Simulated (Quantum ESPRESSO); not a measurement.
**NdPd2: single point with PBE**

The system is NdPd2.

```xyz
3
Lattice="-1.9841 1.9841 4.4291 1.9841 -1.9841 4.4291 1.9841 1.9841 -4.4291" Properties=species:S:1:pos:R:3 pbc="T T T"
Nd    0.0000    0.0000    0.0000
Pd    1.9841    0.0000    2.2145
Pd    0.0000    1.9841    2.2145
```

The cell comes from a database or a generator and needn't be the stable form of this composition.

```json
{
  "Program": "Quantum ESPRESSO 7.5",
  "Task": "single point",
  "Functional": "PBE",
  "Potentials or basis": "SSSP 1.3 efficiency PBE",
  "Cutoff": "816 eV",
  "Density cutoff": "5987 eV",
  "k mesh": "9 × 9 × 9",
  "Occupations": "fermi-dirac, width 0.05 eV",
  "Spin": "collinear spin, ferromagnetic start",
  "Starting moments": "[4.5, 0.0, 0.0] μB"
}
```

```yaml
Pressure: -0.4 GPa
Band_gap_on_the_k_mesh: none (metal or under the smearing width)
Net_moment: 3.40 μB per cell
Absolute_moment: 3.58 μB per cell
Site_moments: Nd +3.25; Pd -0.04 μB
Valence_electrons_inside_the_program's_atomic_spheres: Nd 11.36; Pd 16.62
```

Stress tensor (GPa, compression positive):
```
-0.49  0.00  0.00
 0.00 -0.49  0.00
 0.00  0.00 -0.28
```

Levels at points of the mesh, in eV from the Fermi level:
Spin up:
```tsv
k point	band 23	band 24	band 25	band 26	band 27	band 28	band 29	band 30	band 31	band 32
(0.00, 0.00, 0.00)	-0.28	-0.17	-0.11	-0.11	0.05	0.07	0.54	0.81	0.81	1.88
```
Spin down:
| k point | band 20 | band 21 | band 22 | band 23 | band 24 | band 25 | band 26 | band 27 |
| --- | --- | --- | --- | --- | --- | --- | --- | --- |
| (0.00, 0.00, 0.00) | -1.86 | -1.86 | -0.85 | 0.01 | 0.52 | 2.00 | 2.18 | 2.18 |

Run time: 17 min on 1 thread of Arm Neoverse V2, on a shared host, peak memory 1.1 GiB.

Caveat: the magnetic or orbital state may not be the lowest; spin-orbit coupling is left out, which moves the levels of the heavy elements; without U or exact exchange the open f shell lies at the Fermi level, which spoils levels, moments and volumes. The state reached can hang on the start; a lower one may exist.
